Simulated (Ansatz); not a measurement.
Predict the output of the script below (Ansatz 0.2.0, Python API).

Script `tlbi.py`:
```python
"""Stiffness tensor and moduli of TlBi."""

from dataclasses import replace
import logging
import sys

import ansatz as az
import numpy as np
from pymatgen.core import Lattice, Structure
from pymatgen.io.ase import AseAtomsAdaptor

logging.basicConfig(stream=sys.stdout, format="%(levelname)s %(message)s")
logger = logging.getLogger("tlbi")
logger.setLevel(logging.INFO)


def main() -> None:
    pmg_structure = Structure(
        Lattice([(3.99171, 0.0, 0.0), (0.0, 3.99171, 0.0), (0.0, 0.0, 3.99171)]),
        ["Tl", "Bi"],
        [
            (0.0, 0.0, 0.0),
            (0.5, 0.5, 0.5),
        ],
    )
    structure = az.Crystal.from_ase(AseAtomsAdaptor.get_atoms(pmg_structure))

    model = structure.calculation()
    model = model.functional(az.Functional.PBESOL, dispersion="d3bjatm").pseudopotentials("nc")
    model = model.occupations(az.OccupationsMethod.FERMI_DIRAC, width=0.15)
    model = model.scf(lower_state_search="standard")
    model = model.kpoints(11, 11, 11)
    # first bring the cell to zero stress
    rest = model.relax(cell=True).run().lattice
    relaxed = az.Crystal(lattice=az.Lattice.of(rest.cell_ang))
    for site in rest.sites:
        relaxed = relaxed.atom(site.symbol, site.position_frac)
    model = replace(model, crystal=relaxed)
    logger.info("relaxed volume {:.3f} A^3".format(abs(np.linalg.det(rest.cell_ang))))
    outcome = model.elastic(az.ElasticMode.CLAMPED_ION, amplitude=0.003).run()
    elastic = outcome.elastic

    logger.info("C_ij (GPa), Voigt order xx yy zz yz xz xy")
    for row in elastic.c_gpa:
        print(" ".join(f"{value:8.1f}" for value in row))
    print("smallest eigenvalue of C:", round(elastic.stability.min_eigenvalue_gpa, 1), "GPa; tensor positive definite:", elastic.stability.min_eigenvalue_gpa > 0)
    # averaged moduli need a positive definite tensor
    if elastic.stability.min_eigenvalue_gpa > 0:
        m = elastic.moduli
        logger.info(f"K = {m.k_hill_gpa:.1f}, G = {m.g_hill_gpa:.1f}, E = {m.youngs_gpa:.1f} GPa, Poisson ratio {m.poisson:.3f}, K/G = {m.k_hill_gpa / m.g_hill_gpa:.2f}")


if __name__ == "__main__":
    main()
```

```console
$ python tlbi.py
DeckWarning: basis.ecutwfc = 897.975746 eV, auto-derived from the records' recommended cutoffs: set by Bi (normal level)
INFO relaxed volume 56.120 A^3
INFO C_ij (GPa), Voigt order xx yy zz yz xz xy
    37.7     61.8     61.8      0.0     -0.0     -0.0
    61.8     37.7     61.8     -0.0      0.0      0.0
    61.8     61.8     37.7      0.0      0.0      0.0
    -0.0     -0.0      0.0     28.3      0.0     -0.0
     0.0     -0.0     -0.0     -0.0     28.3      0.0
     0.0     -0.0     -0.0     -0.0      0.0     28.3
smallest eigenvalue of C: -24.1 GPa; tensor positive definite: False
```
(Warnings from the package without file and line.)

Reading the output:
- These settings explore the input space; cutoff and mesh may be short of convergence.
- Dispersion corrections can be off by several per cent in the lattices of metals, and by several GPa in the pressure at a fixed cell.
- The smearing is wide enough that free energy and stress hold a thermal part of the electrons.
- Spin-orbit coupling, which matters for elements this heavy, is left out.
- The structure comes from a database of computed cells and needn't be a stable or known phase.
- Shear constants of a metal converge slowly with the k-point mesh and can be wrong in sign on a coarse one; the constants belong to the cell that was strained.
- It ran for 4.1 min on 1 thread of Arm Neoverse V1 (shared host), peak memory 0.84 GiB.

(A comment or docstring line of the script was reworded after the run, the code is as it ran.)
